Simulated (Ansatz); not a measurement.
# GeHF (SMILES [F][GeH]) at CCSD/STO-3G

What is the energy change on altering one bond length of GeHF at CCSD/STO-3G? 

The results are computed with Ansatz 0.2.0.

60 further runs of the same task are left out: 17 that didn't finish, 43 set aside as unsound or not needed.

**1. The molecule**

GeHF: 3 atoms, total charge 0, spin state singlet. As SMILES, `[F][GeH]`. Geometry: relaxed at PBE0-D4/def2-TZVP.

Bond lengths: F1–Ge2 1.757 Å, Ge2–H3 1.609 Å. Angles: F1–Ge2–H3 94.2°.

**2. A single-point energy at CCSD/STO-3G**

Input file job.yaml:

```yaml
crystal:
  periodic: [false, false, false]
  atoms:
    - {symbol: F, position_ang: [0.672100, 1.012600, 0.469700]}
    - {symbol: Ge, position_ang: [-0.657900, 0.195200, -0.335600]}
    - {symbol: H, position_ang: [-0.025200, -1.272700, -0.147400]}
basis:
  gaussian:
    orbitals: STO-3G
correlation:
  method: ccsd
  frozen_orbitals: {F: 1, Ge: 9, H: 0}
accuracy: high
scf:
  omitted_lower_state_checks: [cluster_reference, increment]
```

The run is started by

```
$ ansatz run job.yaml --threads 1 --pin off --max-ram 2610MiB --events-out events.jsonl --progress --plain --runs-dir runs
```

The program printed, cut to the lines that bear on the results:

```text
Warning: RAYON_NUM_THREADS=1 ignored (pool sized by the plan → 1); use --threads N
Functional definition: HF
  name "HF"
[...]
327 factors; integrals over basis functions are off by at most 4.5e-9 eV
[...]
mean field -58513.03963499 eV, -2150.3145450230 hartree, gradient 1.5e-8 eV, S^2 0.000000; 0 other end points of the search recorded, 0 dependent functions left out
10 core orbitals not correlated: weight in the atoms' cores, before any rotation towards them, 1.000 or more for the frozen orbitals, at most 0.000 for the correlated occupied ones
reference -58513.03963499 eV, -2150.3145450230 hartree; 11, 11 occupied and 3, 3 virtual orbitals, 327 factors
second order -1.50480857 eV of doubles, -0.00000000 eV of singles
cycle   1  -1.67731913 eV  change   -1.7e-1 eV  update   1.0e-1
[...]
cycle  22  -1.97430634 eV  change  -3.8e-10 eV  update  7.2e-10
Total energy: -58515.01394132 eV, -2150.3870994426 hartree
Checks for a lower state left out: cluster_reference, increment
```

Wall time 0.28 s (1 thread of Arm Neoverse V1, shared host).

**3. The distorted shape, same level**

Input file in.yaml:

```yaml
basis:
  gaussian: {orbitals: STO-3G}
crystal:
  periodic: [false, false, false]
  atoms:
    - {symbol: F, position_ang: [1.004587, 1.216942, 0.671017]}
    - {symbol: Ge, position_ang: [-0.657900, 0.195200, -0.335600]}
    - {symbol: H, position_ang: [-0.025200, -1.272700, -0.147400]}
correlation: {method: ccsd, frozen_orbitals: {F: 1, Ge: 9, H: 0}}
accuracy: high
scf: {omitted_lower_state_checks: [cluster_reference, increment]}
```

The run is started by

```
$ ansatz run in.yaml --threads 1 --pin off --max-ram 2610MiB --events-out events.jsonl --progress --plain --runs-dir runs
```

The program printed, cut to the lines that bear on the results:

```text
Warning: RAYON_NUM_THREADS=1 ignored (pool sized by the plan → 1); use --threads N
[... 2 set-up lines as earlier in the session ...]
[...]
313 factors; integrals over basis functions are off by at most 2.7e-8 eV
[...]
mean field -58510.57429451 eV, -2150.2239454314 hartree, gradient 3.0e-8 eV, S^2 0.000000; 1 other end points of the search recorded, 0 dependent functions left out; unrestricted orbitals would lower it
10 core orbitals not correlated: weight in the atoms' cores, before any rotation towards them, 1.000 or more for the frozen orbitals, at most 0.000 for the correlated occupied ones
reference -58510.57429451 eV, -2150.2239454314 hartree; 11, 11 occupied and 3, 3 virtual orbitals, 313 factors
second order -1.75306718 eV of doubles, -0.00000000 eV of singles
cycle   1  -2.17229758 eV  change   -4.2e-1 eV  update   1.2e-1
[...]
cycle  26  -2.63328091 eV  change   9.4e-10 eV  update   2.0e-9
Total energy: -58513.20757541 eV, -2150.3207167199 hartree
Checks for a lower state left out: cluster_reference, increment
```

Run time: 0.3 s. Hardware: 1 thread of Arm Neoverse V1, shared host.

**4. What came out**

Level: CCSD/STO-3G, 10 core orbitals frozen.

| quantity | value |
| --- | --- |
| first shape: total energy | -2150.38710 Eh |
| first shape: correlation energy (10 core orbitals frozen) | -72.6 mEh |
| first shape: T1 diagnostic | 0.021 |
| distorted shape: total energy | -2150.32072 Eh |
| distorted shape: correlation energy (10 core orbitals frozen) | -96.8 mEh |
| distorted shape: T1 diagnostic | 0.025 |
| energy change with the F1–Ge2 bond stretched from 1.757 to 2.196 Å | 1.806 eV |

With the F1–Ge2 bond stretched from 1.757 to 2.196 Å the energy rises by 1.81 eV (174 kJ/mol). The first shape isn't relaxed at this level, so the change isn't measured from a minimum. The minimal basis adds a large error of its own. The T1 diagnostic (first shape) of 0.021 is above the customary mark for such species, so a single reference may not serve. The T1 diagnostic (distorted shape) of 0.025 is above the customary mark for such species, so a single reference may not serve. The restricted solution (distorted shape) is unstable to spin breaking: an unrestricted one lies lower.
